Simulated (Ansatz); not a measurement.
The same calculation of W3O (distorted cell) as a Python script and as an input file (Ansatz's Python interface).

The script, `run_scf.py`:
```python
"""Self-consistent field of W3O at the given structure, distorted."""

import logging
import sys

import ansatz as az
from ase import Atoms
from ase.data import atomic_numbers
import numpy as np
from pymatgen.core import Structure
import spglib

logging.basicConfig(stream=sys.stdout, format="%(levelname)s:%(name)s:%(message)s")
logger = logging.getLogger("w3o")
logger.setLevel(logging.INFO)


def main() -> None:
    atoms = Atoms(
        ["W", "W", "W", "W", "W", "W", "O", "O"],
        scaled_positions=[
            (0.49252, 0.74979, 0.98976),
            (0.00907, 0.48947, 0.75444),
            (0.2633, 0.99283, 0.52456),
            (0.48359, 0.23095, 0.01189),
            (0.99606, 0.50914, 0.23772),
            (0.73335, 0.9841, 0.50564),
            (0.48722, 0.49082, 0.51447),
            (0.98684, 0.99989, 0.99706),
        ],
        cell=[
            (4.98014, 0.0, 0.0),
            (0.0, 4.98014, 0.0),
            (0.0, 0.0, 4.98014),
        ],
        pbc=True,
    )
    system = az.Crystal.from_ase(atoms)

    # the calculation
    calculation = system.calculation()
    calculation = calculation.functional("lda")
    calculation = calculation.pseudopotentials("paw")
    calculation = calculation.kpoints(3, 3, 3)
    calculation = calculation.occupations("gaussian", width=0.05).band_table()
    calculation = calculation.xc_energy_on_converged_density(["pbesol", "pbe", "revpbe"]).cutoff_correction(756)
    planned = calculation.session().plan(threads=1)
    facts = planned.describe()
    print("plan:", facts["n_bands"], "bands,", len(facts["kpoints_frac"]), "k-points, plane waves", facts["n_pw_range"], "grid", facts["fft_dense"])
    out = planned.execute()
    summary = out.report

    logger.info(f"free energy      {summary['free_energy_ev']:.5f} eV")
    logger.info(f"per atom         {summary['free_energy_ev'] / len(out.lattice.sites):.5f} eV")
    logger.info(f"SCF iterations   {summary['n_iterations']}  (converged: {summary['converged']})")

    fermi = summary["fermi_energy_ev"]
    logger.info("levels less the Fermi level (eV) at the first k-points")
    for k, levels in list(zip(summary["kpoints_frac"], summary["eigenvalues_ev"]))[:3]:
        logger.info("k = ({:.3f}, {:.3f}, {:.3f})".format(*k))
        print("   ", " ".join(f"{e - fermi:.3f}" for e in levels))

    spg_cell = (out.lattice.cell_ang, [s.position_frac for s in out.lattice.sites], [atomic_numbers[s.symbol] for s in out.lattice.sites])
    # space group as spglib finds it
    for tolerance in (1e-5, 1e-3, 1e-1):
        logger.info(f"symprec {tolerance:g} A: {spglib.get_spacegroup(spg_cell, symprec=tolerance)}")
    print("operations used by the run:", summary["n_symmetry_ops"])

    logger.info("other functionals on this density (not self-consistent, eV)")
    for entry in summary.get("xc_energy_on_converged_density", []):
        print(entry["functional"], {k: round(v, 3) for k, v in entry.items() if isinstance(v, float)})

    final = Structure(out.lattice.cell_ang, [s.symbol for s in out.lattice.sites], [s.position_frac for s in out.lattice.sites])
    distances = np.array([n.nn_distance for shell in final.get_all_neighbors(5.0) for n in shell])
    values, counts = np.unique(distances.round(2), return_counts=True)
    logger.info("distance (A)  neighbours per atom")
    for value, count in list(zip(values, counts))[:14]:
        logger.info(f"{value:10.2f} {count / len(final):10.2f}")

    # estimate of what a larger basis would gain, without a second SCF
    estimate = summary.get("cutoff_correction")
    if estimate:
        logger.info("towards {} eV the energy would change by {:.2f} meV/atom".format(estimate["reference_ecutwfc_ev"], 1000 * estimate["energy_ev"] / len(out.lattice.sites)))


if __name__ == "__main__":
    main()
```

```console
$ python run_scf.py
DeckWarning: basis.ecutwfc = 420 eV, auto-derived from the records' recommended cutoffs: set by W (normal level)
plan: 58 bands, 14 k-points, plane waves [2398, 2469] grid [36, 36, 36]
INFO:w3o:free energy      -61876.93335 eV
INFO:w3o:per atom         -7734.61667 eV
INFO:w3o:SCF iterations   8  (converged: True)
INFO:w3o:levels less the Fermi level (eV) at the first k-points
INFO:w3o:k = (0.000, 0.000, 0.000)
    -74.250 -74.198 -74.185 -74.033 -73.997 -73.976 -39.527 -39.460 -39.312 -38.714 -38.630 -38.559 -38.284 -38.268 -38.249 -38.223 -38.190 -38.180 -38.119 -38.098 -38.070 -37.401 -37.349 -37.282 -18.290 -18.143 -6.885 -5.779 -5.751 -5.699 -5.532 -5.492 -5.389 -5.134 -4.913 -3.900 -3.774 -3.653 -3.537 -2.582 -1.676 -1.635 -1.578 -1.548 -0.999 -0.731 -0.003 0.056 0.122 1.092 1.163 1.210 1.885 2.086 2.188 2.817 3.125 3.282
INFO:w3o:k = (0.000, 0.000, 0.333)
    -74.241 -74.204 -74.151 -74.035 -74.033 -73.976 -39.511 -39.452 -38.950 -38.636 -38.581 -38.556 -38.343 -38.306 -38.272 -38.212 -38.184 -38.153 -38.133 -38.109 -38.079 -37.833 -37.402 -37.283 -18.225 -18.155 -7.185 -6.412 -5.628 -5.571 -5.342 -5.314 -4.601 -4.408 -4.021 -3.839 -3.606 -3.416 -2.490 -2.421 -2.277 -2.209 -2.135 -1.814 -1.672 -0.353 -0.163 0.220 0.364 1.034 1.207 1.369 1.753 1.910 1.949 2.104 2.346 2.646
INFO:w3o:k = (0.000, 0.333, 0.000)
    -74.225 -74.192 -74.181 -74.070 -73.996 -73.976 -39.496 -39.381 -39.033 -38.699 -38.603 -38.475 -38.353 -38.320 -38.282 -38.215 -38.174 -38.150 -38.121 -38.103 -38.081 -37.878 -37.350 -37.283 -18.217 -18.148 -7.162 -6.353 -5.662 -5.583 -5.244 -5.189 -4.706 -4.521 -4.199 -3.789 -3.663 -3.521 -2.550 -2.320 -2.142 -2.098 -1.970 -1.728 -1.674 -0.529 -0.305 0.096 0.341 0.881 1.223 1.308 1.628 1.840 1.855 2.189 2.448 2.678
INFO:w3o:symprec 1e-05 A: P1 (1)
INFO:w3o:symprec 0.001 A: P1 (1)
INFO:w3o:symprec 0.1 A: P1 (1)
operations used by the run: 1
INFO:w3o:other functionals on this density (not self-consistent, eV)
pbesol {'e_xc_with_core_ev': -52665.303}
pbe {'e_xc_with_core_ev': -53448.368}
revpbe {'e_xc_with_core_ev': -53505.258}
INFO:w3o:distance (A)  neighbours per atom
INFO:w3o:      2.34       0.25
INFO:w3o:      2.40       0.25
INFO:w3o:      2.41       0.25
INFO:w3o:      2.58       0.25
INFO:w3o:      2.59       0.25
INFO:w3o:      2.64       0.25
INFO:w3o:      2.66       0.25
INFO:w3o:      2.70       0.25
INFO:w3o:      2.72       0.75
INFO:w3o:      2.73       0.50
INFO:w3o:      2.74       0.25
INFO:w3o:      2.75       0.50
INFO:w3o:      2.76       0.50
INFO:w3o:      2.79       0.25
INFO:w3o:towards 756.0 eV the energy would change by -2.85 meV/atom
```
(Warnings from the package without file and line.)

`input.yaml`:
```yaml
crystal:
  lattice:
    - [4.98014, 0.0, 0.0]
    - [0.0, 4.98014, 0.0]
    - [0.0, 0.0, 4.98014]
  atoms:
    - { symbol: W, position: [0.49252, 0.74979, 0.98976] }
    - { symbol: W, position: [0.00907, 0.48947, 0.75444] }
    - { symbol: W, position: [0.2633, 0.99283, 0.52456] }
    - { symbol: W, position: [0.48359, 0.23095, 0.01189] }
    - { symbol: W, position: [0.99606, 0.50914, 0.23772] }
    - { symbol: W, position: [0.73335, 0.9841, 0.50564] }
    - { symbol: O, position: [0.48722, 0.49082, 0.51447] }
    - { symbol: O, position: [0.98684, 0.99989, 0.99706] }
kpoints:
  mp_grid: { grid: [3, 3, 3] }
hamiltonian:
  xc: lda
  pseudopotentials: { kind: paw }
scf:
  occupations: { method: gaussian, width: 0.05 }
output:
  xc_energy_on_converged_density: [pbesol, pbe, revpbe]
  cutoff_correction: 756.0
  eigenvalues: true
```

On the command line:
```console
$ ansatz run input.yaml --threads 1 --pin off --max-ram 3072MiB --backend cpu --events-out ev --progress --plain --runs-dir out
Engine: ansatz 0.2.0, aarch64-unknown-linux-gnu
Pseudopotentials: kind: paw
Pseudopotential: W, paw, valence charge 14, recommended cutoff 420 eV (normal), W.paw.azcp
Pseudopotential: O, paw, valence charge 6, recommended cutoff 420 eV (normal), O.paw.azcp
Functional definition: SPW92
  exchange = slater_x
  correlation = pw_c
Crystal: 8 atoms, lattice volume = 123.516 Å³
Basis set: ecut = 420 eV, 2469 PW (Γ)
Bands: 58, of which v1, the nominal top of the filled ones, is band 48 counted from 1 (47 counted from 0)
Symmetry: 1 space group operations
Space group: P1 (ITA 1), of the structure as read, at distance tolerance 5.0e-5 Å
k-points: 14 of 27 (time reversal used)
Non-local potential: W, projectors of the file, l = 0: 3, l = 1: 2, l = 2: 2, l = 3: 1
Non-local potential: O, projectors of the file, l = 0: 2, l = 1: 2, l = 2: 1
PAW form: soft (Blöchl's): semilocal exchange-correlation on the pseudo side does not see the compensation charge
PAW frozen core: W, regenerated for the run's functional, and the local potential with it (the file was generated under x = pbe(κ = 0.804, μ = 0.2195149727645171), c = pbe(β = 0.06672455060314922))
PAW frozen core: O, regenerated for the run's functional, and the local potential with it (the file was generated under x = pbe(κ = 0.804, μ = 0.2195149727645171), c = pbe(β = 0.06672455060314922))
PAW one-centre angular grid: W, 590 points (default); XC on 64 Gauss nodes
PAW one-centre angular grid: O, 110 points (default); XC on 64 Gauss nodes
Initial density: superposition of atomic densities (neutral atoms: chi_scale 0, normalization atom), corrected by the library's trained network
Initial wavefunctions: pseudopotential atomic-orbital guess
Functional: x = slater, c = lda
Listed functional: x = pbesol(κ = 0.804, μ = 0.12345679012345678), c = pbesol(β = 0.046)
Listed functional: x = pbe(κ = 0.804, μ = 0.2195149727645171), c = pbe(β = 0.06672455060314922)
Listed functional: x = revpbe(κ = 1.245, μ = 0.2195149727645171), c = pbe(β = 0.06672455060314922)
SCF iter   1: F=—  HF=-61877.069517 eV  |F-HF|=—  |Δ(HF+E_count)|=         —  Δρ=2.73e-2  dr2=9.16e-1  ethr=1.77e-3  ⟨swp⟩=5.1  Hψ=3026  notcnv=0  defer=4
preconditioner: auto → Resta (q_TF=auto, 2.616 Å⁻¹)  ε∞=16.5  [insulator: Δε(μ)=0.072 eV  Ē_g=5.884 eV  σ=0.050 eV  W_gap=0.59  n_scr=32 (ndim 8)  ℏωp=23.1 eV  f_vac=0.000  D(μ)=5.85/eV (n_scr^D=56)  ε∞_Penn≈16.5]
SCF iter   2: F=—  HF=-61876.956472 eV  |F-HF|=—  |Δ(HF+E_count)|=   1.13e-1  Δρ=1.06e-2  dr2=1.48e-1  ethr=9.54e-4  ⟨swp⟩=2.0  Hψ=1027  notcnv=0  defer=14
SCF iter   3: F=—  HF=-61876.934021 eV  |F-HF|=—  |Δ(HF+E_count)|=   2.25e-2  Δρ=1.97e-3  dr2=2.65e-3  ethr=1.54e-4  ⟨swp⟩=2.0  Hψ=1170  notcnv=0  defer=28
SCF iter   4: F=—  HF=-61876.933469 eV  |F-HF|=—  |Δ(HF+E_count)|=   5.51e-4  Δρ=1.03e-3  dr2=8.62e-4  ethr=2.76e-6  ⟨swp⟩=2.0  Hψ=1114  notcnv=0  defer=28
SCF iter   5: F=—  HF=-61876.933358 eV  |F-HF|=—  |Δ(HF+E_count)|=   1.12e-4  Δρ=2.54e-4  dr2=4.57e-5  ethr=8.98e-7  ⟨swp⟩=1.3  Hψ=810  notcnv=0  defer=28
SCF iter   6: F=—  HF=-61876.933351 eV  |F-HF|=—  |Δ(HF+E_count)|=   6.84e-6  Δρ=5.98e-5  dr2=3.06e-6  ethr=4.76e-8  ⟨swp⟩=2.1  Hψ=1013  notcnv=0  defer=29
SCF iter   7: F=—  HF=-61876.933350 eV  |F-HF|=—  |Δ(HF+E_count)|=   4.43e-7  Δρ=1.65e-5  dr2=2.88e-7  ethr=3.18e-9  ⟨swp⟩=1.1  Hψ=783  notcnv=0  defer=29
SCF iter   8: F=-61876.933350 eV  HF=-61876.933350 eV  |F-HF|=7.17e-9  |Δ(HF+E_count)|=   4.36e-8  Δρ=2.37e-6  dr2=8.22e-9  ethr=1.04e-10  ⟨swp⟩=8.2  Hψ=1921  notcnv=0
SCF 1 converged in 8 iterations: F = -61876.933350 eV  dr2 = 8.22e-9
  greatest PAW one-centre occupation: 1.000 electrons in one spin orbital (limit 2), on the W atom at site 0 (counted from 0), in its partial waves of l = 0
SCF converged after 8 iterations
Free energy (F): -61876.933350 eV
Harris-Foulkes:  -61876.933350 eV  (|F-HF|=7.17e-9)
Internal energy: -61876.923669 eV  (E = F + TS)
E sigma→0 (E₀):  -61876.928510 eV
Entropy (-TS):   -0.009681 eV (-1.210 meV/atom)
Estimated correction to a cutoff of 756 eV: -0.022769 eV
Fermi energy:    17.670794 eV
--- Per-component energies (eV) ---
  E_band       = -790.038822
  E_kinetic    = 3019.510443
  E_local      = -4891.357627  (includes V_loc(G=0)·N_el)
  E_nonlocal   = 146.786659
  E_hartree    = 1693.611754
  E_xc         = -1721.209138
  E_vxc        = -1602.143368  (∫ρ·V_xc dr)
  E_paw        = -50148.306001  (= ΣΔE_a)
  E_vpaw       = -850.062420  (= ΣTr[D̂ρ^β])
  E_aug_tail   = 0.004029  (compensation charges beyond the density's cutoff)
  E_ewald      = -9977.856548
  E_core_change = 1.892761  (= ΣΔE_core)
  E_smearing   = -0.009681  (= −TS)
  E_closure    = 0.000000  (closes the sum)
  Σ components = -61876.933350   (vs F -61876.933350, Δ=0.00e0)
--- E_xc of listed functionals on the converged density (eV per cell; not total energies) ---
  on the closing iteration's output density plus the core of the run's pseudopotentials (for a meta-GGA, its output tau too, plus the cores' where a run under it adds that), as the run's own E_xc is; on PAW an entry holds the one-centre parts besides; self-consistent for lda alone
  E_xc = -52665.303480  pbesol
  E_xc = -53448.368214  pbe
  E_xc = -53505.257728  revpbe
--- Band table (eV; the first three rows and the last of 14) ---
  k-point 0: bands = ["-56.5796", "-56.5273", "-56.5143", "-56.3625", "-56.3257", "-56.3049", "-21.8564", "-21.7895", "-21.6413", "-21.0430", "-20.9592", "-20.8879", "-20.6137", "-20.5976", "-20.5779", "-20.5522", "-20.5194", "-20.5095", "-20.4481", "-20.4267", "-20.3988", "-19.7304", "-19.6784", "-19.6110", "-0.6190", "-0.4719", "10.7859", "11.8922", "11.9199", "11.9722", "12.1388", "12.1784", "12.2816", "12.5369", "12.7581", "13.7704", "13.8971", "14.0183", "14.1339", "15.0893", "15.9951", "16.0362", "16.0929", "16.1228", "16.6714", "16.9397", "17.6680", "17.7267", "17.7932", "18.7628", "18.8340", "18.8811", "19.5558", "19.7566", "19.8591", "20.4875", "20.7958", "20.9525"]
  k-point 1: bands = ["-56.5706", "-56.5330", "-56.4798", "-56.3644", "-56.3622", "-56.3051", "-21.8402", "-21.7809", "-21.2793", "-20.9651", "-20.9107", "-20.8852", "-20.6723", "-20.6352", "-20.6013", "-20.5416", "-20.5135", "-20.4821", "-20.4621", "-20.4381", "-20.4081", "-20.1626", "-19.7315", "-19.6120", "-0.5543", "-0.4841", "10.4854", "11.2586", "12.0423", "12.0997", "12.3293", "12.3570", "13.0694", "13.2629", "13.6494", "13.8314", "14.0645", "14.2543", "15.1810", "15.2495", "15.3936", "15.4614", "15.5353", "15.8571", "15.9984", "17.3178", "17.5083", "17.8912", "18.0348", "18.7048", "18.8778", "19.0402", "19.4239", "19.5812", "19.6195", "19.7752", "20.0168", "20.3166"]
  k-point 2: bands = ["-56.5540", "-56.5212", "-56.5104", "-56.3989", "-56.3255", "-56.3051", "-21.8250", "-21.7099", "-21.3619", "-21.0283", "-20.9322", "-20.8045", "-20.6823", "-20.6490", "-20.6116", "-20.5444", "-20.5029", "-20.4795", "-20.4504", "-20.4326", "-20.4105", "-20.2071", "-19.6788", "-19.6118", "-0.5463", "-0.4770", "10.5091", "11.3176", "12.0086", "12.0874", "12.4270", "12.4822", "12.9653", "13.1501", "13.4715", "13.8821", "14.0082", "14.1497", "15.1203", "15.3503", "15.5291", "15.5728", "15.7009", "15.9432", "15.9965", "17.1420", "17.3655", "17.7670", "18.0113", "18.5521", "18.8940", "18.9788", "19.2991", "19.5106", "19.5259", "19.8599", "20.1188", "20.3490"]
  k-point 13: bands = ["-56.5323", "-56.5015", "-56.4828", "-56.3997", "-56.3653", "-56.3354", "-21.4857", "-21.3847", "-21.3015", "-20.9081", "-20.8458", "-20.8264", "-20.7476", "-20.6430", "-20.5864", "-20.5723", "-20.5340", "-20.5014", "-20.4876", "-20.4528", "-20.4248", "-20.1966", "-20.1542", "-20.0307", "-0.4710", "-0.4555", "10.9783", "11.5713", "11.6550", "12.2425", "12.3048", "12.6383", "13.7261", "13.9737", "14.1292", "14.3725", "14.7300", "14.9629", "15.2091", "15.3853", "15.6994", "15.7226", "15.9675", "16.0646", "16.2442", "16.9620", "17.3020", "17.4012", "17.5056", "17.7457", "17.8489", "18.2344", "18.4088", "19.4090", "19.5696", "19.7045", "19.8244", "20.0699"]
```

Caveats:
- Total energies depend on the potentials; only differences at equal settings carry meaning.
- The run is spin-unpolarised.
- The computed bands are complete only to about 2.3 eV above the Fermi level.
- For a metal this k-point mesh is coarse: on a finer one energies can move by several to tens of meV an atom and pressures by half a GPa or more, differences at one mesh by less.
- The cell is a database structure, distorted on purpose.
- Gaps and levels are Kohn-Sham values on a finite set of k-points, without spin-orbit coupling.
- Run time: 12 s on 1 thread of Arm Neoverse V1, on a shared host, peak memory 0.42 GiB.

(A comment or docstring line of the script was reworded after the run, the code is as it ran; lines on the test bed's own set-up are left out of the output.)
